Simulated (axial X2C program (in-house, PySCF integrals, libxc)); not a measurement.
# Linear SbOH⁺ at several levels

The task here is to estimate one member of a computed series from the others.

The runs use an in-house X2C program for linear molecules on PySCF integrals; all-electron X2C, two-component (2c) or spin-free, Sb dyall-v3z, O dyall-av3z, H dyall-v3z.

All values are calculated.

2 further runs of the same task are left out: 2 set aside as unsound or not needed.

The first run:

File task.json:

```json
{"zs": [51, 8, 1], "q": 1, "bas": ["dyall-v3z", "dyall-av3z", "dyall-v3z"], "r0": [2.03, 0.96], "symm": 0, "scan": ["PBE0", "HF", "TPSSh"], "levels": ["PBE0", "HF", "BHandHLYP"], "nst": 2}
```

Keys: zs atomic numbers; q charge; bas basis sets; r0 starting distance in Å; symm equal bonds; scan levels of the two-bond scan (MP2 follows by itself at each HF point); levels methods; nst determinants followed.

The run is started by

```bash
python solin.py task.json out
```

Masses Sb 120.904, O 15.995, H 1.008 u.

Among the steps run: Scan at PBE0, 2c; Scan at HF, 2c; Scan at TPSSh, 2c.

One table of the session follows, with a row left open; its other results are not shown here.

```
           level  r(Sb–O) (Å)  r(O–H) (Å)  lower stretch (cm⁻¹)  upper stretch (cm⁻¹)
        PBE0, 2c        1.846       0.962                 799.8                3868.1
          HF, 2c        1.825       0.943                 849.8                4102.7
       TPSSh, 2c            ?           ?                     ?                     ?
         MP2, 2c        1.843       0.964                 808.3                3840.1
 PBE0, spin-free        1.844       0.962                 802.3                3866.5
   HF, spin-free        1.823       0.943                 853.1                4100.8
TPSSh, spin-free        1.855       0.967                 785.1                3795.9
  MP2, spin-free        1.841       0.965                 810.3                3836.9
```

Estimate the missing values for TPSSh, 2c.

As computed: r(Sb–O) (Å): 1.856; r(O–H) (Å): 0.967; lower stretch (cm⁻¹): 783.1; upper stretch (cm⁻¹): 3797.2. In the column «r(Sb–O) (Å)» it is the highest.

Scans not shown above were run alike.

MP2 freezes inner shells (threshold -2 hartree). The molecule was held linear; bending was not examined, so a bent shape may lie lower. Note: functional without a current term on a determinant with orbital currents, of the molecule or an atom.
